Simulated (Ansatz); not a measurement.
# CdCu3, space group Pm-3m: a projected density of states

Program: Ansatz 0.2.0, Python API.

Input file `cdcu3.cif`:
```cif
data_CdCu3
_cell_length_a 3.825701
_cell_length_b 3.825701
_cell_length_c 3.825701
_cell_angle_alpha 90.00000
_cell_angle_beta 90.00000
_cell_angle_gamma 90.00000
_symmetry_space_group_name_H-M 'P 1'
_symmetry_Int_Tables_number 1
loop_
_symmetry_equiv_pos_as_xyz
'x, y, z'
loop_
_atom_site_label
_atom_site_type_symbol
_atom_site_fract_x
_atom_site_fract_y
_atom_site_fract_z
Cd1 Cd    0.000000    0.000000    0.000000
Cu2 Cu    0.000000    0.500000    0.500000
Cu3 Cu    0.500000    0.000000    0.500000
Cu4 Cu    0.500000    0.500000    0.000000
```

Interactive session:
```pycon
>>> import warnings
>>> import ansatz as az
>>> from ase.io import read
>>> import numpy as np
>>> warnings.simplefilter("ignore", az.DeckWarning)
>>> atoms = read("cdcu3.cif")
>>> cdcu3 = az.Crystal.from_ase(atoms)
>>> setup = (
...     cdcu3.calculation()
...     .functional(az.Functional.PBESOL, dispersion="d4")
...     .kpoints(mesh=(7, 7, 7), center="gamma")
...     .occupations("Gaussian", width=0.15)
...     .scf(extra_bands=14)
...     .density_of_states(projected=True, energy_step=0.05)
... )
>>> result = setup.run(threads=1)

>>> report = result.report
>>> result.unlabelled_reasons
['no_forces']
>>> report["n_electrons"]
77.0
>>> report["converged"], report["free_energy_ev"]
(True, -27951.22263645699)
>>> dos = result.density_of_states()
>>> energy = np.asarray(dos.energies_ev) - dos.fermi_ev
>>> curves = {}
>>> for site in result.projected_density_of_states().sites:
...     for shell in site.shells:
...         weight = sum(np.sum(curve.g_bin_mean_per_ev, axis=0) for curve in shell.curves)
...         name = f"{site.species} {shell.label}"
...         curves[name] = curves.get(name, 0) + weight
...
>>> print("E-EF   " + " ".join(f"{name:>8s}" for name in curves))
E-EF      Cd 4S    Cd 5S    Cd 4P    Cd 4D    Cu 3S    Cu 4S    Cu 3P    Cu 3D
>>> for e in np.arange(-6, 6 + 0.1, 1.0):
...     print(f"{e:5.1f}  " + " ".join(f"{np.interp(e, energy, g):8.3f}" for g in curves.values()))
...
 -6.0     0.000    0.219    0.001    0.025    0.000    0.257    0.002    0.105
 -5.0     0.000    0.146    0.003    0.035    0.000    0.570    0.002    0.395
 -4.0     0.000    0.045    0.005    0.088    0.000    0.788    0.002    2.853
 -3.0     0.000    0.047    0.002    0.075    0.000    0.187    0.002   12.832
 -2.0     0.000    0.082    0.000    0.025    0.000    0.204    0.001    8.032
 -1.0     0.001    0.105    0.000    0.009    0.000    0.287    0.000    0.490
  0.0     0.001    0.124    0.000    0.013    0.001    0.519    0.000    0.404
  1.0     0.001    0.087    0.000    0.007    0.001    0.299    0.000    0.144
  2.0     0.001    0.057    0.000    0.004    0.001    0.186    0.000    0.064
  3.0     0.001    0.090    0.000    0.007    0.001    0.310    0.000    0.060
  4.0     0.001    0.080    0.000    0.006    0.001    0.305    0.000    0.046
  5.0     0.000    0.049    0.000    0.004    0.000    0.213    0.000    0.029
  6.0     0.001    0.102    0.000    0.005    0.001    0.366    0.000    0.029
```

Caveats:
- Total energies depend on the potentials; only differences at equal settings carry meaning. A total without «per atom» is that of the cell as typed.
- No spin polarisation was allowed.
- Dispersion corrections can be off by several per cent in the lattices of metals, and by several GPa in the pressure at a fixed cell.
- The mesh is modest for a metal, so energies can be off by several to tens of meV an atom and pressures by half a GPa or more; differences at equal mesh fare better.
- This cell is a computed structure, which may not be the phase found in nature.
- Curves are summed over the cell's atoms. Only shells that the potentials hold have channels, so projections don't add up to the total, least of all where a shell is missing (p of most metals); heights and places of peaks move with the mesh.
- The density of states is complete only as far up as bands were computed.
- Timing: 5.2 s on 1 thread of Arm Neoverse V1 (shared host), peak memory 0.45 GiB.

(Lines on the test bed's own set-up are left out of the output.)
